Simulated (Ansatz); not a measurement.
# MgRh: squeezing one contact

An exercise on one series of results from a longer session: the logs are not shown, and one member is left open.

Method: DFT LDA, with the methods named in each step, in Ansatz 0.2.0.

### Starting point

The structure is cubic, space group Pm-3m (No. 221). The conventional cell has a = 3.099 Å, b = 3.099 Å, c = 3.099 Å, α = 90.00°, β = 90.00°, γ = 90.00°. Mg (site symmetry m-3m) is surrounded by 8 Rh at 2.68 Å. Rh (site symmetry m-3m) has 8 Mg at 2.68 Å as nearest neighbours.

As a file:

```xyz
2
Lattice="3.0992 0.0000 0.0000 0.0000 3.0992 0.0000 0.0000 0.0000 3.0992" Properties=species:S:1:pos:R:3 pbc="T T T"
Mg    0.0000    0.0000    0.0000
Rh    1.5496    1.5496    1.5496
```

Atoms are numbered in the order of the input: Mg1, Rh2.

Set-up of the first run:

The input, input.yaml:

```yaml
crystal:
  lattice:
    - [3.0992, 0.0, 0.0]
    - [0.0, 3.0992, 0.0]
    - [0.0, 0.0, 3.0992]
  atoms:
    - { symbol: Mg, position: [0.0, 0.0, 0.0] }
    - { symbol: Rh, position: [0.5, 0.5, 0.5] }
kpoints:
  mp_grid: { grid: [10, 10, 10] }
scf:
  occupations: { method: fermi_dirac, width: 0.05 }
hamiltonian:
  xc: lda
  pseudopotentials: { kind: paw }
output:
  forces: true
  stress: true
  eigenvalues: true
  efg: { contact_densities: true }
  populations: true
```

The run is started by

```sh
$ ansatz run input.yaml --threads 1 --pin off --max-ram 2048MiB --backend cpu --events-out ev --progress --plain --runs-dir out
```

Among the steps run: Shortest bond scaled by 1, PAW; Shortest bond scaled by 1.1, PAW; Shortest bond scaled by 0.94, PAW; Shortest bond scaled by 0.82, PAW; Shortest bond scaled by 0.76, PAW; Shortest bond scaled by 0.76, PAW (level accurate).

One of the session's tables, all rows but one given; the rest of the session is left out.

| method | length (Å) | F from the given length (eV/cell) | force along the bond (eV/Å) | largest force (eV/Å) |
| --- | --- | --- | --- | --- |
| PAW | 2.040 | 1.578 | 6.682 | 6.683 |
| PAW | 2.201 | 0.755 | 3.784 | 3.784 |
| PAW | 2.523 | 0.069 | 0.882 | 0.882 |
| PAW | 2.684 | 0.000 | 0.000 | 0.000 |
| PAW | 2.952 | ? | ? | ? |
| PAW (level accurate) | 2.040 | – | 6.706 | 6.706 |

Estimate the missing values for PAW, 2.952.

The run gave: F from the given length (eV/cell): 0.201; force along the bond (eV/Å): -1.597; largest force (eV/Å): 1.597.

Caveats from the session: Warnings in the runs' records: gradients without spin orbit.
